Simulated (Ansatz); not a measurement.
Run this with the Ansatz DFT code, driven from Python and show what comes out.

`f2hsn.py`
```python
# -*- coding: utf-8 -*-
'''Single point of F2HSn in a Gaussian basis.'''

from pathlib import Path
import warnings

import ansatz as az
from ase import Atoms


def main():
    warnings.simplefilter('ignore', az.DeckWarning)

    atoms = Atoms(['F', 'Sn', 'F', 'H'], positions=[
        (0.6743, -1.36, 1.1),
        (-0.4626, -0.0186, 0.1335),
        (0.2955, 1.7518, 0.3118),
        (-0.4517, -0.4335, -1.5655),
    ])
    mol = az.Crystal.molecule_from_ase(atoms)

    calc = (
        mol.calculation()
        .basis(gaussian='def2-SVP')
        .correlation('mp2')
        .spin('collinear', total=1)
        .orbitals()
    )
    print(calc.to_yaml())
    outcome = calc.run(runs_dir='out')
    rep = outcome.report

    print(f'E = {rep["free_energy_ev"]:.6f} eV = {rep["free_energy_ev"] / 27.211386246:.7f} Ha')
    print('converged:', rep['converged'], ' doubts:', rep['published_state_doubts'] or 'none')

    parts = rep['correlation']
    for name in ('random_phase', 'coupled_cluster', 'perturbative'):
        if name in parts:
            print(f'{name:16s} {parts[name]["energy"]["hartree"]:12.7f} Ha')
    if 'second_order' in parts:
        pair = parts['second_order']
        print(f'MP2 same spin {pair["same_spin"]["hartree"]:.7f} Ha, opposite spin {pair["opposite_spin"]["hartree"]:.7f} Ha')

    field = rep['mean_field']
    print('<S^2> =', round(abs(field['state']['spin_squared']), 4), ' all-electron relativity setting:', field['relativity'])
    print('passes:', field['passes'])
    if 'symmetry' in field:
        print('occupied orbitals by irrep:', field['symmetry']['occupied'])

    lines = Path(rep['orbitals_path']).read_text().splitlines()
    field_of = lambda key: [line.split('=')[1].strip() for line in lines if line.startswith(key)]
    orbitals = [(27.211386 * float(e), s, float(n)) for e, s, n in zip(field_of('Ene='), field_of('Spin='), field_of('Occup='))]
    homo = max(e for e, _, n in orbitals if n > 0.5)
    lumo = min(e for e, _, n in orbitals if n < 0.5)
    print(f'HOMO {homo:.3f} eV, LUMO {lumo:.3f} eV, gap {lumo - homo:.3f} eV')


if __name__ == '__main__':
    main()
```

```console
$ python f2hsn.py
crystal:
  periodic: [false, false, false]
  atoms:
    - { symbol: F, position_ang: [0.6743, -1.36, 1.1] }
    - { symbol: Sn, position_ang: [-0.4626, -0.0186, 0.1335] }
    - { symbol: F, position_ang: [0.2955, 1.7518, 0.3118] }
    - { symbol: H, position_ang: [-0.4517, -0.4335, -1.5655] }
basis:
  gaussian:
    orbitals: def2-SVP
magnetization:
  spin_polarized: true
  initial_magnetization: 1.0
correlation:
  method: mp2
output:
  orbitals: {}

E = -11241.763546 eV = -413.1271904 Ha
converged: True  doubts: none
MP2 same spin -0.1289072 Ha, opposite spin -0.3422458 Ha
<S^2> = 0.7638  all-electron relativity setting: none
passes: {'evaluations': 13, 'products': 41}
occupied orbitals by irrep: [{'A': 21}, {'A': 20}]
HOMO -10.499 eV, LUMO -0.638 eV, gap 9.861 eV
```

Notes:
- Total energies depend on the basis set; only differences at equal settings carry meaning.
- The geometry is a force-field or estimated start, not a minimum of this method, and the basis set is short of its limit.
- def2 sets replace the cores of elements past krypton by effective core potentials.
- The run takes the species as open-shell (spin multiplicity 2), which needn't be its ground state.
- Levels such as HOMO and LUMO are orbital energies: in Hartree-Fock the gap is too wide and the LUMO hangs on the basis.
- Inner cores stay frozen; a filled d shell under the valence of the heavier atoms is correlated with it.
- S² is that of the Hartree-Fock reference.
- Run time: 1.3 s on 1 thread of Arm Neoverse V1, on a shared host, peak memory 0.16 GiB.
